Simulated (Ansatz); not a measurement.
# Si₄NH₁₃ (built from SMILES N.[SiH3][SiH]([SiH3])[SiH3]): a saddle search

Does the minimum-mode search get back to a saddle from here?

Method: BLYP-D4/def2-SVP; program: Ansatz 0.2.0, Gaussian basis.

100 further runs of the same task are left out: 100 set aside as unsound or not needed.

## (1) Where the work starts

The start, a known saddle point with all atoms moved at random by about 0.06 Å a coordinate: 18 atoms, charge 0, spin multiplicity 1.

Atoms are counted from 1 here; the program's logs count them from 0.

Bond lengths: Si1–Si3 2.337 Å, Si1–Si4 2.354 Å, Si1–H5 1.444 Å, Si1–N7 1.816 Å, Si2–H8 1.540 Å, Si2–H9 1.643 Å, Si2–H10 1.496 Å, Si3–H11 1.419 Å, Si3–H12 1.620 Å, Si3–H13 1.575 Å, Si4–H14 1.434 Å, Si4–H15 1.465 Å, Si4–H16 1.510 Å, H6–N7 1.079 Å, N7–H17 1.091 Å, N7–H18 1.011 Å. Angles: Si3–Si1–Si4 115.7°, Si3–Si1–H5 109.7°, Si3–Si1–N7 109.2°, Si4–Si1–H5 112.7°, Si4–Si1–N7 107.0°, H5–Si1–N7 101.6°, H8–Si2–H9 102.7°, H8–Si2–H10 100.0°, H9–Si2–H10 99.7°, Si1–Si3–H11 112.7°, Si1–Si3–H12 106.4°, Si1–Si3–H13 111.9°, H11–Si3–H12 100.6°, H11–Si3–H13 114.0°, H12–Si3–H13 110.4°, Si1–Si4–H14 109.6°, Si1–Si4–H15 109.2°, Si1–Si4–H16 109.5° and more.

Geometry (Å):

```csv
atom,x (Å),y (Å),z (Å)
Si1,-0.1229,1.2978,-0.0373
Si2,0.4153,-1.9425,0.2653
Si3,-0.2994,0.4910,-2.2239
Si4,-1.6227,0.3642,1.5189
H5,-0.1581,2.7411,-0.0476
H6,1.5614,-0.1004,0.5501
N7,1.5535,0.9780,0.5833
H8,1.7062,-2.7272,-0.0353
H9,-0.6619,-2.6007,-0.7872
H10,-0.0150,-2.6223,1.5261
H11,-0.4658,1.5275,-3.1789
H12,1.1701,-0.0548,-2.6313
H13,-1.3650,-0.6632,-2.3390
H14,-0.9215,0.0355,2.7261
H15,-2.7187,1.3070,1.7582
H16,-2.2553,-0.8727,0.9280
H17,2.3717,1.3880,-0.0115
H18,1.7099,1.3906,1.4932
```

## (2) The search

run/in.yaml reads:

```yaml
crystal:
  periodic: [false, false, false]
  atoms:
    - {symbol: Si, position_ang: [-0.122874, 1.297765, -0.037349]}
    - {symbol: Si, position_ang: [0.415256, -1.942518, 0.265289]}
    - {symbol: Si, position_ang: [-0.299392, 0.490996, -2.223866]}
    - {symbol: Si, position_ang: [-1.622732, 0.364177, 1.518932]}
    - {symbol: H, position_ang: [-0.158079, 2.741132, -0.047650]}
    - {symbol: H, position_ang: [1.561394, -0.100358, 0.550052]}
    - {symbol: N, position_ang: [1.553503, 0.978016, 0.583330]}
    - {symbol: H, position_ang: [1.706182, -2.727240, -0.035347]}
    - {symbol: H, position_ang: [-0.661882, -2.600677, -0.787156]}
    - {symbol: H, position_ang: [-0.015020, -2.622263, 1.526150]}
    - {symbol: H, position_ang: [-0.465781, 1.527498, -3.178869]}
    - {symbol: H, position_ang: [1.170080, -0.054777, -2.631296]}
    - {symbol: H, position_ang: [-1.365003, -0.663228, -2.339047]}
    - {symbol: H, position_ang: [-0.921480, 0.035530, 2.726135]}
    - {symbol: H, position_ang: [-2.718676, 1.306990, 1.758188]}
    - {symbol: H, position_ang: [-2.255284, -0.872693, 0.928008]}
    - {symbol: H, position_ang: [2.371717, 1.387967, -0.011507]}
    - {symbol: H, position_ang: [1.709913, 1.390646, 1.493231]}
basis:
  gaussian: {orbitals: def2-SVP}
hamiltonian: {xc: {name: BLYP}, dispersion: d4}
saddle:
  f_tol: 0.02
  max_steps: 40
  mode_guess:
    - [0.0812, 0.2416, 0.0189]
    - [0.2222, -0.0882, 0.0895]
    - [0.0865, 0.0252, 0.0234]
    - [0.1047, -0.0232, 0.0179]
    - [-0.1565, 0.1656, -0.0499]
    - [-0.5263, -0.4656, -0.1934]
    - [-0.1188, 0.0821, -0.0531]
    - [-0.0328, -0.3144, -0.0136]
    - [0.0392, 0.1835, 0.1290]
    - [-0.0011, 0.0261, 0.0639]
    - [0.0107, 0.0247, 0.0407]
    - [0.1079, 0.0911, -0.0084]
    - [0.1214, -0.0174, -0.0249]
    - [0.0754, -0.0479, 0.0216]
    - [0.1144, -0.0115, 0.0112]
    - [0.0292, 0.0151, 0.0020]
    - [-0.0873, 0.0644, -0.0264]
    - [-0.0699, 0.0490, -0.0484]
```

The run is started by

```bash
$ ansatz run in.yaml --threads 2 --pin off --events-out ev --progress --plain --max-ram 32768MiB --backend cpu
```

Before running it: what results should come out? Wanted: energy change; last largest force; RMSD from the start; RMSD from the known saddle.

The runs gave:

```
                  quantity         value
                     steps            33
             energy change  -72.7 kJ/mol
        last largest force   0.0003 eV/Å
       RMSD from the start       0.194 Å
RMSD from the known saddle       0.165 Å
```

In words: It converged in 33 steps at a force tolerance of 0.02 eV/Å. It ended on another point than the known saddle. The search lost its negative curvature on the way, so the point needs checking.
